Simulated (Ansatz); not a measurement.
This script for Ansatz 0.2.0 through its Python package starts 5 runs on Ta, space group Im-3m. What input does the engine get in each?

The script, `kconv_ta.py`:
```python
"""Convergence of Ta with the k-point mesh."""

import csv

import ansatz as az

structure = (
    az.Lattice.of((-1.65128, 1.65128, 1.65128), (1.65128, -1.65128, 1.65128), (1.65128, 1.65128, -1.65128))
    .atom("Ta", (0.0, 0.0, 0.0))
)

model = structure.calculation()
model = model.functional("pbe")
model = model.pseudopotentials("paw").occupations("Marzari-Vanderbilt", width=0.05)
model = model.forces().stress()

rows = []
for value in [0.8, 0.6, 0.5, 0.4, 0.33]:
    report = model.kpoints(spacing=value).run().report
    rows.append((value, report["free_energy_ev"] / len(report["lattice"]["sites"]), report["n_iterations"], sum(report["stress_gpa"][i][i] for i in range(3)) / 3, max(abs(f) for row in report["forces_ev_ang"] for f in row), report["n_kpoints"]))

with open("kconv.csv", "w", newline="") as handle:
    writer = csv.writer(handle)
    writer.writerow(["spacing (1/A)", "F/atom (eV)", "iterations", "P (GPa)", "max component (eV/A)", "k-points"])
    writer.writerows([round(v, 5) if isinstance(v, float) else v for v in row] for row in rows)

# differences from the last row
for row in rows[:-1]:
    shift = 1000 * (row[1] - rows[-1][1])
    print(f"{row[0]}: {shift:+.2f} meV/atom" + ("  (within 2 meV)" if abs(shift) < 2 else ""))
```

Run 1:
```yaml
crystal:
  lattice:
    - [-1.65128, 1.65128, 1.65128]
    - [1.65128, -1.65128, 1.65128]
    - [1.65128, 1.65128, -1.65128]
  atoms:
    - { symbol: Ta, position: [0.0, 0.0, 0.0] }
kpoints:
  mp_grid:
    kspacing: 0.8
hamiltonian:
  xc: pbe
  pseudopotentials:
    kind: paw
scf:
  occupations:
    method: cold
    width: 0.05
output:
  forces: true
  stress: true
```

Run 2, against run 1:
```diff
-    kspacing: 0.8
+    kspacing: 0.6
```

Run 3, against run 1:
```diff
-    kspacing: 0.8
+    kspacing: 0.5
```

Run 4, against run 1:
```diff
-    kspacing: 0.8
+    kspacing: 0.4
```

Run 5, against run 1:
```diff
-    kspacing: 0.8
+    kspacing: 0.33
```

```console
$ python kconv_ta.py
DeckWarning: basis.ecutwfc = 420 eV, auto-derived from the records' recommended cutoffs: set by Ta (normal level)
0.8: -111.72 meV/atom
0.6: +54.39 meV/atom
0.5: +65.29 meV/atom
0.4: -50.48 meV/atom
```
(Warnings from the package without file and line.)

Reading the output:
- Forces vanish by symmetry here and test nothing.
- Pressure is positive in compression.
- Spin-orbit coupling, which matters for elements this heavy, is left out.
- Shifts are counted from the finest mesh, which is itself no proven limit.
- Run time: 2 s on 1 thread of Arm Neoverse V1, with other jobs on the host, peak memory 0.31 GiB.
